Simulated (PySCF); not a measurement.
# H4HfO4 (Hf(OH)4): the cost of one run

The runs use PySCF 2.14.0; several levels, as the steps say, no spin–orbit coupling.

1 further run of the same task is left out (for a known fault of the program).

**1. The system as given**

9 atoms, charge 0, spin multiplicity 1.

Bond lengths: Hf1–O2 1.932 Å, Hf1–O4 1.932 Å, Hf1–O6 1.932 Å, Hf1–O8 1.932 Å, O2–H3 0.953 Å, O4–H5 0.953 Å, O6–H7 0.953 Å, O8–H9 0.953 Å. Angles: O2–Hf1–O4 109.4°, O2–Hf1–O6 109.5°, O2–Hf1–O8 109.5°, O4–Hf1–O6 109.5°, O4–Hf1–O8 109.5°, O6–Hf1–O8 109.4°, Hf1–O2–H3 174.9°, Hf1–O4–H5 174.9°, Hf1–O6–H7 174.9°, Hf1–O8–H9 174.9°.

As a file:

```tsv
atom	x (Å)	y (Å)	z (Å)
Hf1	0.0000	0.0000	0.0000
O2	1.2491	0.9620	1.1172
H3	1.8100	1.5012	1.6678
O4	-1.2491	-0.9620	1.1172
H5	-1.8100	-1.5012	1.6678
O6	0.9620	-1.2491	-1.1172
H7	1.5012	-1.8100	-1.6678
O8	-0.9620	1.2491	-1.1172
H9	-1.5012	1.8100	-1.6678
```

Formal oxidation states: Hf +4. An earlier session relaxed this geometry at PBE0, Hf def2-SVP with ECP60, O def2-SVP, H def2-SVP (singlet, point group D2).

At PBE0 on the finer grid: E = -351.011447 Eh, HOMO -8.21 eV, LUMO 0.36 eV, Mulliken charge on Hf1 +1.17 e, largest force component 0.016 eV/Å. 

Levels to run: TPSSh; M06-L; PBE0, TZVP. Hardware: 2 threads of Arm Neoverse V1, shared host.

**2. TPSSh**

Contents of run.py (the lines that set the calculation):

```python
mol = gto.M(atom='''
Hf     0.00000     0.00000     0.00000
O      1.24914     0.96203     1.11722
H      1.80998     1.50125     1.66780
O     -1.24914    -0.96203     1.11722
H     -1.80998    -1.50125     1.66780
O      0.96203    -1.24914    -1.11722
H      1.50125    -1.80998    -1.66780
O     -0.96203     1.24914    -1.11722
H     -1.50125     1.80998    -1.66780''',
    basis={'Hf': 'def2-SVP', 'O': 'def2-SVP', 'H': 'def2-SVP'},
    ecp={'Hf': 'def2-SVP'},
    charge=0, spin=0)
mf = dft.RKS(mol, xc='TPSSH')
mf.grids.atom_grid = (75, 302)
mf = mf.density_fit()  # fitting sets: Hf def2-universal-JKFIT, O def2-universal-JKFIT, H def2-universal-JKFIT
mf.conv_tol = 1e-08; mf.max_cycle = 55
mf.kernel(dm0)  # dm0: the density of the relaxed state
```

Started as:

```
$ OMP_NUM_THREADS=2 python run.py
```

**Question.** How long does this run take on 2 threads of Arm Neoverse V1, shared host?

About 9.6 s.
